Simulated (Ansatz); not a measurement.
# MgZn₅, space group P-62m: a convergence test of the plane-wave cutoff

Run with the Ansatz DFT code, driven from Python.

Script `mgzn5.py`:
```python
"""Convergence of MgZn5 with the plane-wave cutoff."""

import csv

import ansatz as az
import numpy as np


def main() -> None:
    vectors = np.array([
        [4.851071, 0.0, 0.0],
        [-2.425536, 4.201151, 0.0],
        [0.0, 0.0, 4.435802],
    ])
    crystal = (
        az.Lattice.of(vectors)
        .atom("Mg", [0.0, 0.0, 0.0])
        .atom("Zn", [0.0, 0.363356, 0.5])
        .atom("Zn", [0.636644, 0.636644, 0.5])
        .atom("Zn", [0.363356, 0.0, 0.5])
        .atom("Zn", [2 / 3, 1 / 3, 0.0])
        .atom("Zn", [1 / 3, 2 / 3, 0.0])
    )

    job = (
        crystal.calculation()
        .kpoints(density=3.1)
        .functional(az.Functional.R2SCAN)
        .occupations("fermi_dirac", width=0.05)
        .scf(max_iterations=75)
        .forces()
        .stress()
    )

    rows = []
    for value in [250, 300, 350, 400, 450]:
        rep = job.basis(value).run().report
        rows.append((value, rep["free_energy_ev"] / len(rep["lattice"]["sites"]), rep["n_iterations"], sum(rep["stress_gpa"][i][i] for i in range(3)) / 3, max(abs(f) for row in rep["forces_ev_ang"] for f in row), rep["n_pw"]))

    with open("ecut.csv", "w", newline="") as handle:
        writer = csv.writer(handle)
        writer.writerow(["cutoff (eV)", "F/atom (eV)", "iterations", "P (GPa)", "max component (eV/A)", "plane waves"])
        writer.writerows([round(v, 5) if isinstance(v, float) else v for v in row] for row in rows)

    # the last row is the reference
    for row in rows[:-1]:
        shift = 1000 * (row[1] - rows[-1][1])
        print(f"{row[0]}: {shift:+.2f} meV/atom" + ("  (within 2 meV)" if abs(shift) < 2 else ""))


if __name__ == "__main__":
    main()
```

Output of `python mgzn5.py`:
```text
DeckWarning: basis.ecutwfc = 250 eV is below the records' recommended 500 eV, and the density's cutoff is lower with it unless basis.ecutrho_ratio is high enough to keep the records' density cutoff: compare with a run at a higher cutoff
DeckWarning: basis.ecutwfc = 300 eV is below the records' recommended 500 eV, and the density's cutoff is lower with it unless basis.ecutrho_ratio is high enough to keep the records' density cutoff: compare with a run at a higher cutoff
DeckWarning: basis.ecutwfc = 350 eV is below the records' recommended 500 eV, and the density's cutoff is lower with it unless basis.ecutrho_ratio is high enough to keep the records' density cutoff: compare with a run at a higher cutoff
DeckWarning: basis.ecutwfc = 400 eV is below the records' recommended 500 eV, and the density's cutoff is lower with it unless basis.ecutrho_ratio is high enough to keep the records' density cutoff: compare with a run at a higher cutoff
DeckWarning: basis.ecutwfc = 450 eV is below the records' recommended 500 eV, and the density's cutoff is lower with it unless basis.ecutrho_ratio is high enough to keep the records' density cutoff: compare with a run at a higher cutoff
250: +995.74 meV/atom
300: +94.01 meV/atom
350: +6.99 meV/atom
400: +2.25 meV/atom
```
(Warnings from the package without file and line.)

`ecut.csv`, as written:
```csv
cutoff (eV),F/atom (eV),iterations,P (GPa),max component (eV/A),plane waves
250,-3091.48279,8,2.78079,0.11786,827
300,-3092.38452,9,0.97274,0.03618,1045
350,-3092.47153,9,0.2144,0.03459,1339
400,-3092.47628,9,0.17018,0.03564,1629
450,-3092.47853,9,0.17736,0.03426,1977
```

Reading the output:
- The mesh is modest for a metal, so energies can be off by several to tens of meV an atom and pressures by half a GPa or more; differences at equal mesh fare better.
- Pressure is positive in compression.
- The structure comes from a database of computed cells and needn't be a stable or known phase.
- Shifts are counted from the last row, which is itself no proven limit.
- Timing: 42 s on 1 thread of Arm Neoverse V2, with other jobs on the host, peak memory 0.56 GiB.
